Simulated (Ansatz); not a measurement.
# H5NO2SiTe: up Jacob's ladder to CCSD(T)

How much do the methods differ for H5NO2SiTe? The plan is to run it at one geometry with functionals of several rungs and with coupled cluster, and see how far each lands from CCSD(T) at the basis-set limit for the atomisation energy.

Method: functionals in def2-TZVPP, the program's frozen cores in correlated methods; program: Ansatz 0.2.0, Gaussian basis.

Levels to be run: LDA (SPW92), PBE-D4, revPBE-D4, BLYP-D4, r2SCAN-D4, B97M-V, PBE0-D4, B3LYP-D4, r2SCANh-D4, r2SCAN0-D4, HSE06-D4, BHLYP-D4, CAM-B3LYP-D4, LC-ωPBE, ωB97X-V, ωB97M-V, B2PLYP, PBE-QIDH; CCSD(T)/def2-SVP; CCSD(T)/def2-TZVPP; MP2/def2-QZVPP; extrapolation to the limit; RPA on PBE.

### 1 The geometry

All runs share one geometry, relaxed beforehand with PBE0-D4 in a triple-zeta def2 set. Te takes the def2 core potential; no spin-orbit term is included.

SMILES `N[Si](O)(O)[TeH]`, 10 atoms, charge 0, spin multiplicity 1.

Atoms are counted from 1 here; the program's logs count them from 0.

Bond lengths: N1–Si2 1.699 Å, N1–H6 1.007 Å, N1–H7 1.007 Å, Si2–O3 1.638 Å, Si2–O4 1.637 Å, Si2–Te5 2.501 Å, O3–H8 0.959 Å, O4–H9 0.961 Å, Te5–H10 1.658 Å. Angles: Si2–N1–H6 120.4°, Si2–N1–H7 118.9°, H6–N1–H7 111.8°, N1–Si2–O3 102.8°, N1–Si2–O4 110.6°, N1–Si2–Te5 118.9°, O3–Si2–O4 115.5°, O3–Si2–Te5 110.8°, O4–Si2–Te5 98.9°, Si2–O3–H8 115.6°, Si2–O4–H9 115.8°, Si2–Te5–H10 90.8°.

### 2 LDA

This LDA is Slater exchange with PW92 correlation.

in.yaml reads:

```yaml
crystal:
  periodic: [false, false, false]
  atoms:
    - {symbol: N, position_ang: [-1.229843, -0.283343, -0.817291]}
    - {symbol: Si, position_ang: [0.018810, -0.021940, 0.304558]}
    - {symbol: O, position_ang: [0.855634, -1.429133, 0.250445]}
    - {symbol: O, position_ang: [-0.595603, 0.376934, 1.769019]}
    - {symbol: Te, position_ang: [1.546817, 1.931823, -0.018970]}
    - {symbol: H, position_ang: [-1.868622, 0.459018, -1.049797]}
    - {symbol: H, position_ang: [-1.059557, -0.890839, -1.602503]}
    - {symbol: H, position_ang: [1.747067, -1.394910, 0.601861]}
    - {symbol: H, position_ang: [-1.329284, -0.161764, 2.075762]}
    - {symbol: H, position_ang: [1.997580, 1.363054, -1.510186]}
basis:
  gaussian: {orbitals: def2-TZVPP}
hamiltonian: {xc: lda}
output: {orbitals: {seedname: orbitals}}
```

Further steps of the session: PBE-D4 (GGA); revPBE-D4 (GGA); BLYP-D4 (GGA); r2SCAN-D4 (meta-GGA); B97M-V (meta-GGA); PBE0-D4 (hybrid); B3LYP-D4 (hybrid); r2SCANh-D4 (hybrid); r2SCAN0-D4 (hybrid); HSE06-D4 (hybrid); BHLYP-D4 (hybrid); CAM-B3LYP-D4 (range-separated); LC-ωPBE (range-separated); ωB97X-V (range-separated); ωB97M-V (range-separated); B2PLYP (double hybrid); PBE-QIDH (double hybrid); CCSD(T) in def2-SVP; CCSD(T) in def2-TZVPP; MP2 in def2-QZVPP; RPA on PBE orbitals.

**Question.** What will the summary of the whole plan be? Wanted: atomisation energy, CCSD(T)/CBS; farthest beyond LDA; mean size of error, GGA; mean size of error, meta-GGA; mean size of error, hybrid; mean size of error, range-separated; mean size of error, double hybrid; gap, smallest and largest; T1 diagnostic.

As calculated:

| quantity | value |
| --- | --- |
| atomisation energy, CCSD(T)/CBS | 859.9 kcal/mol |
| functionals within 8.6 kcal/mol (1.0 %) | PBE-D4, BLYP-D4, CAM-B3LYP-D4, ωB97X-V, ωB97M-V |
| farthest beyond LDA | BHLYP-D4 (-42.5 kcal/mol) |
| mean size of error, GGA | 10.8 kcal/mol |
| mean size of error, meta-GGA | 9.9 kcal/mol |
| mean size of error, hybrid | 22.1 kcal/mol |
| mean size of error, range-separated | 9.0 kcal/mol |
| mean size of error, double hybrid | 21.3 kcal/mol |
| gap, smallest and largest | 4.17 eV (BLYP-D4), 10.83 eV (LC-ωPBE) |
| T1 diagnostic | 0.0111 |
| triples share of the correlation energy | 3.2 % |

**Reading.** LDA overbinds by 128.0 kcal/mol (15 %). PBE-D4 misses by +5.3 kcal/mol. Double hybrids carry the basis error of their MP2 part in triple zeta, and no dispersion term here, so their miss is partly the set-up's. Taken by rung, range-separated functionals do best (9.0 kcal/mol on average) and hybrid ones worst beyond LDA (22.1 kcal/mol). The gap between the best rungs is small, so their order is not settled. The mean of the hybrids holds BHLYP, with half exact exchange. The reference freezes the cores and leaves out spin-orbit coupling and excitations past (T), and its outer-core shells are covered unevenly, so misses under about 8.6 kcal/mol can't be ranked. All levels share the lack of spin-orbit coupling, which lowers the free heavy atoms and so the true binding. Hartree-Fock recovers 67 % of the binding; the rest is correlation. CCSD(T) in def2-SVP is off by -92.4 kcal/mol, so the small basis spoils what the method gains. Orbital gaps span 4.2 to 10.8 eV; exact exchange widens them. Correlated methods include outer-core shells of Te, which these sets cover unevenly.
